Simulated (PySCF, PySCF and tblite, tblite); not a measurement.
# C₆H₈BN: a path driven as rotation about a bond, and NMR exchange, part 2 of 2

PySCF and tblite. Atoms count from 0. The steps go on from the part before.

### 10 Shieldings, start: BLYP/pcSseg-1

The job: settings as JSON, then the geometry in Å.

```
{"job": {"kind": "nmr", "xc": "BLYP", "basis": "pcSseg-1", "pop": false}, "charge": 0, "multiplicity": 1}
B     -2.827687     0.265623     0.791051
N     -1.700976    -0.539241     0.667031
C     -0.378842    -0.235795     0.337723
C      0.050762     1.061282     0.063577
C      1.372688     1.306703    -0.254246
C      2.292085     0.271960    -0.305616
C      1.874883    -1.019935    -0.035963
C      0.554022    -1.272006     0.281886
H     -2.778335     1.418376     0.606403
H     -3.832605    -0.258366     1.087739
H     -1.807644    -1.531739     0.836851
H     -0.654321     1.874630     0.101437
H      1.688427     2.318410    -0.463304
H      3.323733     0.471108    -0.553238
H      2.580741    -1.836891    -0.072044
H      0.235469    -2.285176     0.491182
```

Log:

```text
coarse grid: 13624 points
cycle   1  E = -312.7412631478  dE =  1.009e+00  |g| = 6.001e-01  |ddm| = 3.986e+00
cycle   2  E = -312.6465492028  dE =  9.471e-02  |g| = 8.522e-01  |ddm| = 1.521e+00
cycle   3  E = -312.8343031364  dE = -1.878e-01  |g| = 1.622e-01  |ddm| = 9.927e-01
cycle   4  E = -312.8413926026  dE = -7.089e-03  |g| = 6.559e-02  |ddm| = 2.263e-01
cycle   5  E = -312.8424925253  dE = -1.100e-03  |g| = 2.644e-02  |ddm| = 9.220e-02
cycle   6  E = -312.8426768486  dE = -1.843e-04  |g| = 6.705e-03  |ddm| = 2.476e-02
cycle   7  E = -312.8426838553  dE = -7.007e-06  |g| = 3.268e-03  |ddm| = 6.067e-03
cycle   8  E = -312.8426864212  dE = -2.566e-06  |g| = 4.582e-04  |ddm| = 3.148e-03
final grid: 132424 points
cycle   9  E = -312.9155848124  dE = -5.087e-05  |g| = 1.044e-02  |ddm| = 5.738e-02
cycle  10  E = -312.9155369588  dE =  4.785e-05  |g| = 1.742e-02  |ddm| = 2.705e-02
cycle  11  E = -312.9156099977  dE = -7.304e-05  |g| = 3.245e-03  |ddm| = 1.720e-02
cycle  12  E = -312.9156124942  dE = -2.496e-06  |g| = 6.146e-04  |ddm| = 2.855e-03
cycle  13  E = -312.9156125792  dE = -8.503e-08  |g| = 2.969e-04  |ddm| = 9.059e-04
cycle  14  E = -312.9156126055  dE = -2.630e-08  |g| = 7.336e-05  |ddm| = 3.744e-04
cycle  15  E = -312.9156126069  dE = -1.369e-09  |g| = 1.673e-05  |ddm| = 7.948e-05
cycle  16  E = -312.9156126069  dE = -7.219e-11  |g| = 6.125e-06  |ddm| = 2.158e-05
converged SCF energy = -312.9156126069

GIAO shielding tensors (ppm)
atom      isotropic    diamagn.    paramagn.     s11        s22        s33       span
  0 B       60.178     195.311    -135.134     25.500     32.594    122.440     96.940
  1 N       80.079     318.507    -238.427    -36.656    114.812    162.081    198.738
  2 C       29.798     253.657    -223.859    -64.518     14.908    139.004    203.523
  3 C       60.390     254.103    -193.714    -33.105     42.796    171.478    204.582
  4 C       44.872     252.158    -207.286    -64.718     33.206    166.128    230.846
  5 C       50.582     253.006    -202.425    -55.299     40.537    166.508    221.807
  6 C       45.002     251.559    -206.558    -64.078     34.789    164.293    228.371
  7 C       55.040     255.050    -200.010    -31.107     52.069    144.157    175.263
  8 H       26.269      31.693      -5.424     24.255     25.425     29.128      4.873
  9 H       27.078      29.317      -2.239     25.797     26.770     28.667      2.870
 10 H       24.813      32.246      -7.434     19.420     26.572     28.446      9.025
 11 H       24.009      33.663      -9.653     19.712     24.139     28.177      8.465
 12 H       24.434      30.681      -6.247     21.471     24.487     27.345      5.874
 13 H       24.760      29.956      -5.196     22.028     25.003     27.250      5.222
 14 H       24.500      30.032      -5.532     21.604     24.589     27.308      5.704
 15 H       25.156      33.108      -7.952     22.105     24.544     28.821      6.716
```

It took 23 s on 1 thread of Intel Xeon 6975P-C, shared host; peak memory 0.67 GiB.

In short: HOMO -5.51 eV, LUMO -1.54 eV; dipole 1.49 D.

### 11 Single-point energy, saddle of leg 1: BLYP/pcSseg-1

The job: settings as JSON, then the geometry in Å.

```
{"job": {"kind": "sp", "xc": "BLYP", "basis": "pcSseg-1", "pop": false}, "charge": 0, "multiplicity": 1}
B     -2.782839     0.341977     0.488740
N     -1.687873    -0.607243     0.414021
C     -0.379305    -0.324099     0.115706
C      0.027536     1.006940    -0.026605
C      1.343008     1.310116    -0.308930
C      2.282141     0.301129    -0.456082
C      1.887130    -1.019346    -0.317389
C      0.573111    -1.335521    -0.035525
H     -3.378034     0.636187    -0.483579
H     -3.093116     0.793513     1.529445
H     -1.911664    -1.590775     0.443075
H     -0.715581     1.784629     0.090780
H      1.640328     2.343553    -0.416106
H      3.310815     0.541855    -0.676913
H      2.611246    -1.813525    -0.431030
H      0.273100    -2.369389     0.070391
```

Log:

```text
coarse grid: 13624 points
cycle   1  E = -312.6772408506  dE =  1.040e+00  |g| = 6.482e-01  |ddm| = 4.016e+00
cycle   2  E = -311.7801175935  dE =  8.971e-01  |g| = 1.512e+00  |ddm| = 2.636e+00
cycle   3  E = -312.7292453802  dE = -9.491e-01  |g| = 4.110e-01  |ddm| = 2.442e+00
cycle   4  E = -312.7840681677  dE = -5.482e-02  |g| = 1.521e-01  |ddm| = 5.118e-01
cycle   5  E = -312.7850411225  dE = -9.730e-04  |g| = 1.337e-01  |ddm| = 2.346e-01
cycle   6  E = -312.7900650222  dE = -5.024e-03  |g| = 5.203e-02  |ddm| = 2.060e-01
cycle   7  E = -312.7907020068  dE = -6.370e-04  |g| = 1.459e-02  |ddm| = 6.318e-02
cycle   8  E = -312.7907555557  dE = -5.355e-05  |g| = 5.640e-03  |ddm| = 2.223e-02
cycle   9  E = -312.7907630925  dE = -7.537e-06  |g| = 2.599e-03  |ddm| = 8.294e-03
final grid: 132424 points
cycle  10  E = -312.8628697726  dE = -3.536e-05  |g| = 1.249e-02  |ddm| = 5.107e-02
cycle  11  E = -312.8627627838  dE =  1.070e-04  |g| = 2.308e-02  |ddm| = 3.927e-02
cycle  12  E = -312.8629041567  dE = -1.414e-04  |g| = 5.135e-03  |ddm| = 2.725e-02
cycle  13  E = -312.8629119419  dE = -7.785e-06  |g| = 5.636e-04  |ddm| = 6.143e-03
cycle  14  E = -312.8629120017  dE = -5.981e-08  |g| = 2.674e-04  |ddm| = 7.018e-04
cycle  15  E = -312.8629120177  dE = -1.603e-08  |g| = 7.163e-05  |ddm| = 3.290e-04
cycle  16  E = -312.8629120190  dE = -1.241e-09  |g| = 3.400e-05  |ddm| = 1.160e-04
cycle  17  E = -312.8629120193  dE = -3.133e-10  |g| = 1.007e-05  |ddm| = 4.288e-05
converged SCF energy = -312.8629120193
```

Wall time 17 s (1 thread of Intel Xeon 6975P-C, shared host); peak memory 0.49 GiB.

Key values: HOMO -4.50 eV, LUMO -2.94 eV; dipole 1.58 D.

### 12 Second level: BLYP/pcSseg-1 + D3(BJ)

The job: settings as JSON, then the geometry in Å.

```
{"job": {"smiles": "BNc1ccccc1", "charge": 0, "mult": 1, "motion": "rotation", "what": "aminoborane", "atoms": [0, 1], "drives": [{"terms": [["t", [8, 0, 1, 2], 0.25], ["t", [8, 0, 1, 10], 0.25], ["t", [9, 0, 1, 2], 0.25], ["t", [9, 0, 1, 10], 0.25]], "by": 180, "n": 12}], "flip": [0, 1], "study": "path", "level": {"kind": "nmr", "xc": "BLYP", "basis": "pcSseg-1", "wide": true}, "fields": [60, 300, 900], "first": 2, "seed": 150, "kind": "pathvar"}, "charge": 0, "multiplicity": 1}
B     -2.827687     0.265623     0.791051
N     -1.700976    -0.539241     0.667031
C     -0.378842    -0.235795     0.337723
C      0.050762     1.061282     0.063577
C      1.372688     1.306703    -0.254246
C      2.292085     0.271960    -0.305616
C      1.874883    -1.019935    -0.035963
C      0.554022    -1.272006     0.281886
H     -2.778335     1.418376     0.606403
H     -3.832605    -0.258366     1.087739
H     -1.807644    -1.531739     0.836851
H     -0.654321     1.874630     0.101437
H      1.688427     2.318410    -0.463304
H      3.323733     0.471108    -0.553238
H      2.580741    -1.836891    -0.072044
H      0.235469    -2.285176     0.491182
```

Log:

```text
stationary points (kcal/mol above the start)
  n  kind          group   xTB      DFT    lowest mode
  0  minimum      Cs       0.00     0.00      52.2
  1  saddle       C1      23.42    33.06    -880.8
  2  minimum      Cs      -0.00     0.00      51.2

GFN2-xTB energies: T/K, barrier G, reaction G (kcal/mol), k forward, k back (1/s)
 150.00    20.90    -0.00   2.25e-18   2.21e-18
 200.00    20.83    -0.01   1.44e-10   1.42e-10
 250.00    20.76    -0.01   7.43e-06   7.33e-06
 298.15    20.69    -0.01     0.0085     0.0084
 350.00    20.61    -0.01       1.96       1.94
 400.00    20.54    -0.01       99.4       98.4
 500.00    20.41    -0.01   2.49e+04   2.47e+04

PBE0/pcSseg-1 + D3(BJ) energies: T/K, barrier G, reaction G (kcal/mol), k forward, k back (1/s)
 150.00    30.16    -0.00   7.15e-32   7.05e-32
 200.00    30.09    -0.00   1.09e-20   1.07e-20
 250.00    30.02    -0.01   5.92e-14   5.85e-14
 298.15    29.95    -0.01   1.38e-09   1.36e-09
 350.00    29.88    -0.01   3.22e-06   3.18e-06
 400.00    29.81    -0.01   0.000863   0.000854
 500.00    29.68    -0.01       2.22        2.2

BLYP/pcSseg-1 + D3(BJ) energies: T/K, barrier G, reaction G (kcal/mol), k forward, k back (1/s)
 150.00    30.54    -0.00   2.02e-32   1.99e-32
 200.00    30.47    -0.00    4.2e-21   4.15e-21
 250.00    30.40    -0.01   2.77e-14   2.74e-14
 298.15    30.33    -0.01   7.28e-10    7.2e-10
 350.00    30.26    -0.01   1.87e-06   1.85e-06
 400.00    30.19    -0.01   0.000537   0.000531
 500.00    30.06    -0.01       1.52       1.51
```

Wall time 77 s (1 thread of Intel Xeon 6975P-C, shared host); peak memory 0.81 GiB. This counts the runs that the step sums up.

Barriers by level (kcal/mol; entropies in cal/(mol K)). Zero-point and thermal terms come from xTB in every row. ΔG‡ leaves symmetry out; the rate counts equivalent paths (a factor of 2); effective ΔG‡, where given, is the barrier that would give that rate by Eyring's equation alone:

```tsv
level	ΔE‡	with zero-point	ΔH‡	ΔS‡	ΔG‡ (298 K)	ΔE of reaction	k at 298 K (1/s)	effective ΔG‡
GFN2-xTB	23.42	21.00	21.19	1.7	20.69	0.00	0.0085	20.28
PBE0/pcSseg-1 + D3(BJ)	32.68	30.26	30.46	1.7	29.95	0.00	1.4e-09	29.54
BLYP/pcSseg-1 + D3(BJ)	33.06	30.64	30.83	1.7	30.33	0.00	7.3e-10	29.92
```

### 13 Summary of results

The summary covers parts 1 to 2.

| quantity | value |
| --- | --- |
| barrier (PBE0/pcSseg-1 + D3(BJ)) | ΔE‡ 32.7, ΔG‡(298 K) 29.9 kcal/mol |
| barrier (GFN2-xTB) | ΔE‡ 23.4 kcal/mol |
| rate at 298 K | 1.4e-09 s⁻¹ |
| end of the path | the start, renumbered or mirrored |
| coalescence of ¹H H8 | 630 K at 900 MHz |

In words: DFT puts the top 32.7 kcal/mol above the start (xTB: 23.4); the rate from the DFT barrier is 1.4e-09 s⁻¹ at 298 K. An error of 1.4 kcal/mol changes that rate tenfold. The ¹H lines of H8 and its partners, 663 Hz apart at 900 MHz, merge at 630 K, so by this path alone the exchange at 298 K is slow for them; other paths were not followed. The moving atom is hydrogen and the barrier is narrow, so tunnelling, which is left out, should speed the exchange. BLYP/pcSseg-1 + D3(BJ) moves the barrier from 32.7 to 33.1 kcal/mol.
